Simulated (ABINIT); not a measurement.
# WSe3 (P1) in ABINIT: single point with LDA-Teter

Aim: the single point of WSe3 with LDA-Teter.

Program: ABINIT 10.8.3 (patched build). These are calculated values, not measurements. Logs are shortened: lines on timing, memory, paths and dates and some standing lists are left out, and cuts for length are marked. The log counts tension as positive stress, the text compression.

**1. The cell of the first run**

The typed cell holds 4 atoms: a = 2.685 Å, b = 2.685 Å, c = 13.194 Å, α = 90.00°, β = 90.00°, γ = 90.00°.

The cell was built by a generator and needn't be a form met in nature.

**2. Single point, LDA-Teter (atoms moved at random)**

run.abi

```
pp_dirpath "./"
pseudos "W.hgh, Se.hgh"

acell 5.0741792063 5.0741792063 24.9322717006
rprim
     1.0000000000     0.0000000000     0.0000000000
     0.0000000000     1.0000000000     0.0000000000
     0.0000000000     0.0000000000     1.0000000000
ntypat 2
znucl 74 34
natom 4
typat 1 2 2 2
xred
     0.0049290000    -0.0074250000    -0.0020500000
     0.0056650000     0.0165430000     0.1957460000
     0.0044000000     0.0053910000     0.5049480000
     0.0191980000     0.0060820000     0.8055390000
chkprim 0
chksymtnons 0
tolsym 1.0e-6

ecut 27.0

kptopt 1
ngkpt 8 8 2
nshiftk 1
shiftk 0.0 0.0 0.0

ixc 1

nband 16
occopt 3
tsmear 0.00183747

nstep 100
tolvrs 1.0e-10

iomode 3
prtwf 0
prtden 0
prteig 0
prtebands 0
```

Potentials or basis: HGH LDA.

Run with:

```bash
> abinit run.abi > log 2>&1
```

run.abo:

```text
.Version 10.8.3 of ABINIT
 Symmetries : space group P1 (#  1); Bravais aP (primitive triclinic)
================================================================================
 Values of the parameters that define the memory need of the present run
     intxc =       0    ionmov =       0      iscf =       7    lmnmax =       6
     lnmax =       6     mgfft =     120  mpssoang =       3    mqgrid =    5832
     natom =       4  nloc_mem =       1    nspden =       1   nspinor =       1
    nsppol =       1      nsym =       1    n1xccc =       0    ntypat =       2
    occopt =       3   xclevel =       1
       mpw =        4344          nfft =       69120          nkpt =          68
================================================================================
================================================================================

--------------------------------------------------------------------------------
------------- Echo of variables that govern the present computation ------------
--------------------------------------------------------------------------------
 -outvars: echo values of preprocessed input variables --------
            acell      5.0741792063E+00  5.0741792063E+00  2.4932271701E+01 Bohr
              amu      1.83850000E+02  7.89600000E+01
          chkprim           0
      chksymtnons           0
             ecut      2.70000000E+01 Hartree
                       outvar_i_n : Printing only first  50 k-points.
                       outvar_i_n : Printing only first  50 k-points.
         kptrlatt        8    0    0      0    8    0      0    0    2
          kptrlen      4.05934337E+01
            natom           4
            nband          16
            ngfft          24      24     120
             nkpt          68
            nstep         100
             nsym           1
           ntypat           2
                       prtocc : prtvol=0, do not print more k-points.
           occopt           3
           prtden           0
        prtebands           0
           prteig           0
            prtwf           0
          spgroup           1
           tolsym      1.00000000E-06
           tolvrs      1.00000000E-10
           tsmear      1.83747000E-03 Hartree
            typat      1  2  2  2
                       outvars : Printing only first  50 k-points.
           xangst      1.3235055051E-02 -1.9937164487E-02 -2.7046859482E-02
                       1.5211318090E-02  4.4420270990E-02  2.5825924664E+00
                       1.1814615992E-02  1.4475589730E-02  6.6620768788E+00
                       5.1549317685E-02  1.6331021469E-02  1.0627951288E+01
            xcart      2.5010629308E-02 -3.7675780607E-02 -5.1111156986E-02
                       2.8745225204E-02  8.3942146610E-02  4.8803924563E+00
                       2.2326388508E-02  2.7354900101E-02  1.2589500731E+01
                       9.7414092403E-02  3.0861157933E-02  2.0083917213E+01
             xred      4.9290000000E-03 -7.4250000000E-03 -2.0500000000E-03
                       5.6650000000E-03  1.6543000000E-02  1.9574600000E-01
                       4.4000000000E-03  5.3910000000E-03  5.0494800000E-01
                       1.9198000000E-02  6.0820000000E-03  8.0553900000E-01
            znucl       74.00000   34.00000

================================================================================

 chkinp: Checking input parameters for consistency.

================================================================================
== DATASET  1 ==================================================================

--- !DatasetInfo
iteration_state: {dtset: 1, }
dimensions: {natom: 4, nkpt: 68, mband: 16, nsppol: 1, nspinor: 1, nspden: 1, mpw: 4344, }
cutoff_energies: {ecut:  27.0, pawecutdg:  -1.0, }
electrons: {nelect:   2.40000000E+01, charge:   0.00000000E+00, occopt:   3.00000000E+00, tsmear:   1.83747000E-03, }
meta: {optdriver: 0, ionmov: 0, optcell: 0, iscf: 7, paral_kgb: 0, }
...

 Exchange-correlation functional for the present dataset will be:
  LDA: new Teter (4/93) with spin-polarized option - ixc=1
  S. Goedecker, M. Teter, J. Huetter, PRB 54, 1703 (1996)

 Real(R)+Recip(G) space primitive vectors, cartesian coordinates (Bohr,Bohr^-1):
 R(1)=  5.0741792  0.0000000  0.0000000  G(1)=  0.1970762  0.0000000  0.0000000
 R(2)=  0.0000000  5.0741792  0.0000000  G(2)=  0.0000000  0.1970762  0.0000000
 R(3)=  0.0000000  0.0000000 24.9322717  G(3)=  0.0000000  0.0000000  0.0401087
 Unit cell volume ucvol=  6.4193854E+02 bohr^3
 Angles (23,13,12)=  9.00000000E+01  9.00000000E+01  9.00000000E+01 degrees

 getcut: wavevector=  0.0000  0.0000  0.0000  ngfft=  24  24 120
         ecut(hartree)=     27.000   => boxcut(ratio)=   2.02208

[... 69 lines left out ...]
comment   : Summary of ground state results
lattice_vectors:
- [  5.0741792,   0.0000000,   0.0000000, ]
- [  0.0000000,   5.0741792,   0.0000000, ]
- [  0.0000000,   0.0000000,  24.9322717, ]
lattice_lengths: [   5.07418,    5.07418,   24.93227, ]
lattice_angles: [ 90.000,  90.000,  90.000, ] # degrees, (23, 13, 12)
lattice_volume:   6.4193854E+02
convergence: {deltae:  1.208E-13, res2:  1.292E-11, residm:  3.009E-05, diffor: null, }
etotal    :  -3.62184804E+01
entropy   :   0.00000000E+00
fermie    :   1.36562485E-01
cartesian_stress_tensor: # hartree/bohr^3
- [  1.55048582E-04,   1.82159791E-07,  -2.89248855E-06, ]
- [  1.82159791E-07,   1.53972463E-04,   3.01174615E-06, ]
- [ -2.89248855E-06,   3.01174615E-06,   1.66747342E-04, ]
pressure_GPa:  -4.6659E+00
xred      :
- [  4.9290E-03,  -7.4250E-03,  -2.0500E-03,  W]
- [  5.6650E-03,   1.6543E-02,   1.9575E-01, Se]
- [  4.4000E-03,   5.3910E-03,   5.0495E-01, Se]
- [  1.9198E-02,   6.0820E-03,   8.0554E-01, Se]
cartesian_forces: # hartree/bohr
- [  5.29135212E-04,   1.39715344E-03,   6.38871701E-03, ]
- [ -6.65506807E-05,  -8.93042844E-04,  -8.58300555E-03, ]
- [  3.57598786E-06,  -3.01661694E-06,   7.31663005E-05, ]
- [ -4.66160520E-04,  -5.01093979E-04,   2.12112224E-03, ]
force_length_stats: {min:   7.33157227E-05, max:   8.62959668E-03, mean:   4.37319788E-03, }
...

 Integrated electronic density in atomic spheres:
 ------------------------------------------------
 Atom  Sphere_radius  Integrated_density
    1        2.00000          2.57393990
    2        2.00000          3.20039156
    3        2.00000          3.14922715
    4        2.00000          3.21427314
================================================================================

 ----iterations are completed or convergence reached----

 Mean square residual over all n,k,spin=   56.450E-09; max=  30.094E-06
 reduced coordinates (array xred) for    4 atoms
       0.004929000000     -0.007425000000     -0.002050000000
       0.005665000000      0.016543000000      0.195746000000
       0.004400000000      0.005391000000      0.504948000000
       0.019198000000      0.006082000000      0.805539000000
 rms dE/dt=  7.8558E-02; max dE/dt=  2.1399E-01; dE/dt below (all hartree)
    1      -0.002684975151     -0.007089351228     -0.159285435193
    2       0.000337641822      0.004531515140      0.213993619713
    3      -0.000018193462      0.000015362564     -0.001824408873
    4       0.002365333756      0.002542696360     -0.052884602808

 cartesian coordinates (angstrom) at end:
    1      0.01323505505108    -0.01993716448656    -0.02704685948165
    2      0.01521131808975     0.04442027099006     2.58259246638780
    3      0.01181461599204     0.01447558973024     6.66207687880002
    4      0.05154931768526     0.01633102146899    10.62795128779931

 cartesian forces (hartree/bohr) at end:
    1      0.00052913521241     0.00139715344075     0.00638871701368
    2     -0.00006655068074    -0.00089304284432    -0.00858300555494
    3      0.00000357598786    -0.00000301661694     0.00007316630047
    4     -0.00046616051953    -0.00050109397949     0.00212112224078
 frms,max,avg= 3.1949257E-03 8.5830056E-03   9.511E-09 -1.098E-08  8.294E-09 h/b

 cartesian forces (eV/Angstrom) at end:
    1      0.02720922661500     0.07184451855366     0.32852103758735
    2     -0.00342217359771    -0.04592210943101    -0.44135589109489
    3      0.00018388468905    -0.00015512067971     0.00376236244244
    4     -0.02397093770635    -0.02576728844294     0.10907249106511
 frms,max,avg= 1.6428968E-01 4.4135589E-01   4.891E-07 -5.646E-07  4.265E-07 e/A
 length scales=  5.074179206300  5.074179206300 24.932271700600 bohr
              =  2.685139998190  2.685139998190 13.193589991049 angstroms
 Fermi (or HOMO) energy (hartree) =   0.13656   Average Vxc (hartree)=  -0.34621
 Eigenvalues (hartree) for nkpt=  68  k points:
 kpt#   1, nband= 16, wtk=  0.00781, kpt=  0.0000  0.0000  0.0000 (reduced coord)
  -0.45973   -0.45334   -0.41521   -0.13008   -0.05763   -0.03921    0.00335    0.01074
   0.19046    0.19061    0.20254    0.23577    0.23595    0.27260    0.27260    0.27443
      occupation numbers for kpt#   1
   2.00000    2.00000    2.00000    2.00000    2.00000    2.00000    2.00000    2.00000
   0.00000    0.00000    0.00000    0.00000    0.00000    0.00000    0.00000    0.00000
 prteigrs : prtvol=0 or 1, do not print more k-points.

--- !EnergyTerms
iteration_state     : {dtset: 1, }
comment             : Components of total free energy in Hartree
kinetic             :  1.64028755241487E+01
hartree             :  8.00478987983751E+00
xc                  : -8.09994263231920E+00
Ewald energy        : -3.16367327161725E+01
psp_core            :  2.71666974416613E+00
local_psp           : -2.34460024031438E+01
non_local_psp       : -1.59405595062023E-01
internal            : -3.62177481985452E+01
'-kT*entropy'       : -7.32177956281910E-04
total_energy        : -3.62184803765015E+01
total_energy_eV     : -9.85555058767466E+02
band_energy         : -1.76776350651084E+00
...

 Cartesian components of stress tensor (hartree/bohr^3)
  sigma(1 1)=  1.55048582E-04  sigma(3 2)=  3.01174615E-06
  sigma(2 2)=  1.53972463E-04  sigma(3 1)= -2.89248855E-06
  sigma(3 3)=  1.66747342E-04  sigma(2 1)=  1.82159791E-07

-Cartesian components of stress tensor (GPa)         [Pressure= -4.6659E+00 GPa]
- sigma(1 1)=  4.56168678E+00  sigma(3 2)=  8.86086308E-02
- sigma(2 2)=  4.53002625E+00  sigma(3 1)= -8.50999512E-02
- sigma(3 3)=  4.90587618E+00  sigma(2 1)=  5.35932608E-03

== END DATASET(S) ==============================================================
================================================================================

 -outvars: echo values of variables after computation  --------
            acell      5.0741792063E+00  5.0741792063E+00  2.4932271701E+01 Bohr
           etotal     -3.6218480377E+01
            fcart      5.2913521241E-04  1.3971534407E-03  6.3887170137E-03
                      -6.6550680736E-05 -8.9304284432E-04 -8.5830055549E-03
                       3.5759878580E-06 -3.0166169354E-06  7.3166300472E-05
                      -4.6616051953E-04 -5.0109397949E-04  2.1211222408E-03
           strten      1.5504858225E-04  1.5397246252E-04  1.6674734200E-04
                       3.0117461458E-06 -2.8924885496E-06  1.8215979098E-07
           xangst      1.3235055051E-02 -1.9937164487E-02 -2.7046859482E-02
                       1.5211318090E-02  4.4420270990E-02  2.5825924664E+00
                       1.1814615992E-02  1.4475589730E-02  6.6620768788E+00
                       5.1549317685E-02  1.6331021469E-02  1.0627951288E+01
             xred      4.9290000000E-03 -7.4250000000E-03 -2.0500000000E-03
                       5.6650000000E-03  1.6543000000E-02  1.9574600000E-01
                       4.4000000000E-03  5.3910000000E-03  5.0494800000E-01
                       1.9198000000E-02  6.0820000000E-03  8.0553900000E-01
 Calculation completed.
```

Wall time 5.5 min (1 thread of Arm Neoverse V1, shared host); peak memory 0.13 GiB.

What came out:

```yaml
Free_energy: -985.5551 eV
Pressure: -4.7 GPa
Largest_force: 0.444 eV/Å
Band_gap_on_the_k_mesh: none (metal or under the smearing width)
Valence_electrons_inside_the_program's_atomic_spheres: W 2.57; Se 3.20, 3.15, 3.21
```

Forces on the atoms (eV/Å):
```
W    0.027  0.072  0.329
Se  -0.003 -0.046 -0.441
Se   0.000  0.000  0.004
Se  -0.024 -0.026  0.109
```

Caveat: HGH potentials are hard and often keep d shells in the core, so these values are rough.
